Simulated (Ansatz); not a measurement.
# AlFH6N2O: the cost of one run

Program: Ansatz 0.2.0. Level of theory: RKS r2SCAN-D4/def2-SVP. These are calculated values, not measurements.

## Step 1: The system as given

Bond lengths: Al1–O2 2.180 Å, Al1–N3 1.767 Å, Al1–N4 1.774 Å, Al1–F6 2.112 Å, O2–H7 0.955 Å, N3–H8 1.010 Å, N3–H9 1.011 Å, N4–H10 1.011 Å, N4–H11 1.009 Å. Angles: Al1–O2–H7 119.2°, O2–Al1–N3 110.6°, O2–Al1–N4 109.3°, O2–Al1–F6 69.2°, N3–Al1–N4 132.3°, N3–Al1–F6 107.1°, N4–Al1–F6 110.7°, Al1–N3–H8 127.7°, Al1–N3–H9 121.6°, H8–N3–H9 109.1°, Al1–N4–H10 126.2°, Al1–N4–H11 122.4°, H10–N4–H11 108.5°.

Structure file:

```xyz
11

Al   -0.2618    0.0031   -0.0419
O     1.9003   -0.1203   -0.2923
N    -1.0518    0.3042   -1.5940
N    -0.7422   -0.9440    1.3793
H     1.4459    0.9847    0.1432
F     0.6642    1.8085    0.5434
H     2.4271   -0.5187    0.3968
H    -1.6772   -0.3085   -2.0985
H    -0.7433    1.0434   -2.2105
H    -0.2870   -0.9394    2.2820
H    -1.6741   -1.3131    1.4925
```

## Step 2: A restrained relaxation towards end A

Springs on the bonds that form and break draw the guess towards this end; the thresholds are loose.

input.yaml

```yaml
crystal:
  periodic: [false, false, false]
  atoms:
    - { symbol: Al, position_ang: [-0.2618, 0.0031, -0.0419] }
    - { symbol: O, position_ang: [1.9003, -0.1203, -0.2923] }
    - { symbol: "N", position_ang: [-1.0518, 0.3042, -1.594] }
    - { symbol: "N", position_ang: [-0.7422, -0.944, 1.3793] }
    - { symbol: H, position_ang: [1.4459, 0.9847, 0.1432] }
    - { symbol: F, position_ang: [0.6642, 1.8085, 0.5434] }
    - { symbol: H, position_ang: [2.4271, -0.5187, 0.3968] }
    - { symbol: H, position_ang: [-1.6772, -0.3085, -2.0985] }
    - { symbol: H, position_ang: [-0.7433, 1.0434, -2.2105] }
    - { symbol: H, position_ang: [-0.287, -0.9394, 2.282] }
    - { symbol: H, position_ang: [-1.6741, -1.3131, 1.4925] }
basis:
  gaussian: { orbitals: def2-SVP }
hamiltonian:
  xc: r2scan
  dispersion: d4
relax:
  f_tol: 0.15
  max_steps: 25
  restrain:
    - { distance: [0, 5], at: 3.08, k: 30.0 }
    - { distance: [4, 1], at: 2.27, k: 30.0 }
    - { distance: [0, 1], at: 1.87, k: 30.0 }
    - { distance: [4, 5], at: 0.88, k: 30.0 }
output:
  orbitals: {}
```

Run with:

```sh
$ ansatz run input.yaml --threads 4 --pin off --max-ram 5120MiB --backend cpu --events-out ev --progress --plain --runs-dir out
```

**Question.** How long does this run take on 4 threads of Arm Neoverse N1, shared host, and how much memory does it need?

About 31 s, with a peak of 0.19 GiB.
